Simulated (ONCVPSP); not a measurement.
# An ONCV potential for Lu, from input to tests

Task: generate the file, and judge it by its errors in other configurations, its logarithmic derivatives, its ghosts and its cutoff.

Program: ONCVPSP 4.0.1.1 (patched build). Reference atom: PBE, scalar-relativistic, spherical and spin-unpolarised. All values are calculated.

### 1 Starting point

Typed settings, in words:

```
element                 : lutetium (Lu, Z = 71)
type                    : optimised norm-conserving Vanderbilt (ONCV)
frozen core             : [Kr] 4d10
valence charge          : 25
reference configuration : 4f14 5s2 5p6 5d1 6s2
partial waves           : 5s+6s: rc 1.60 bohr, ncon 4, nbas 8, qcut 6 1/bohr, 2 projectors; 5p: rc 2.05 bohr, ncon 5, nbas 9, qcut 7.1 1/bohr, 2 projectors, debl 2.1 Ha; 5d: rc 3.30 bohr, ncon 4, nbas 9, qcut 5.8 1/bohr, 2 projectors, debl 1.1 Ha; 4f: rc 1.20 bohr, ncon 3, nbas 8, qcut 12 1/bohr, 1 projector
local potential         : polynomial inside 1.15 bohr (lpopt 4, dvloc0 0 Ha)
core correction         : polynomial model core, fcfact 0.25
```

### 2 The generation run

Lu.dat reads:

```
# ATOM AND REFERENCE CONFIGURATION
# atsym  z   nc   nv     iexc    psfile
  Lu 71.00    9    5        4      upf
#
#   n    l    f
    1    0    2.00
    2    0    2.00
    2    1    6.00
    3    0    2.00
    3    1    6.00
    3    2   10.00
    4    0    2.00
    4    1    6.00
    4    2   10.00
    4    3   14.00
    5    0    2.00
    5    1    6.00
    5    2    1.00
    6    0    2.00
#
# PSEUDOPOTENTIAL AND OPTIMIZATION
# lmax
    3
#
#   l,   rc,      ep,       ncon, nbas, qcut
    0    1.60    0.00    4    8    6.00
    1    2.05    0.00    5    9    7.10
    2    3.30    0.00    4    9    5.80
    3    1.20    0.00    3    8   12.00
#
# LOCAL POTENTIAL
# lloc, lpopt,  rc(5),   dvloc0
    4    4    1.15    0.00
#
# VANDERBILT-KLEINMAN-BYLANDER PROJECTORs
# l, nproj, debl
    0    2    0.30
    1    2    2.10
    2    2    1.10
    3    1    2.90
#
# MODEL CORE CHARGE
# icmod, fcfact, rcfact
    1    0.25    0.00
#
# LOG DERIVATIVE ANALYSIS
# epsh1, epsh2, depsh
   -4.00    5.00    0.02
#
# OUTPUT GRID
# rlmax, drl
    6.00    0.01
#
# TEST CONFIGURATIONS
# ncnf
    4
# nvcnf
#   n    l    f
    5
    4    3   14.00
    5    0    2.00
    5    1    6.00
    5    2    1.00
    6    0    1.00
#
    5
    4    3   14.00
    5    0    2.00
    5    1    6.00
    5    2    1.00
    6    0    0.00
#
    5
    4    3   14.00
    5    0    2.00
    5    1    6.00
    5    2    0.00
    6    0    0.00
#
    5
    4    3   13.00
    5    0    2.00
    5    1    6.00
    5    2    0.00
    6    0    0.00
#
```

Run with:

```sh
$ oncvpsp.x < Lu.dat > Lu.out
```

What does the calculation give? Wanted: cutoffs for 1 and 0.1 mHa per electron, occupied waves; bound ghosts; GHOST(+) flags; largest test error; largest phase difference near zero energy, channels read; rms error of d²Exc/dn², without and with the model core.

**Answer**, as computed:

| quantity | value |
| --- | --- |
| cutoffs for 1 and 0.1 mHa per electron, occupied waves | 71 Ha and 250 Ha |
| bound ghosts | none found |
| GHOST(+) flags | s at 182 eV |
| largest test error (AE − PS) | -8.5 meV, for 4f14 5s2 5p6 5d1 6s0 (2 tests unsolved) |
| largest phase difference near zero energy, channels read | 0.020 rad |
| rms error of d²Exc/dn², without and with the model core | 3.60 and 1.65 mHa |

The worst unpolarised test, 4f14 5s2 5p6 5d1 6s0, is off by 8.5 meV on 20.6 eV; by total energies transferability rates as good where solved. Of the tests 2 gave no usable energy difference, which is a warning in itself. By its cutoff, 71 Ha for the looser tolerance, it is very hard. The tighter tolerance needs 250 Ha, and converged work needs a cutoff nearer that. At the looser tolerance the 4f wave is the slowest; 5s needs 17 Ha. No bound ghost shows below the valence levels. Near zero energy the phases of the channels with partial waves agree within 0.020 rad. The program also flags highly localised states, GHOST(+) (s).
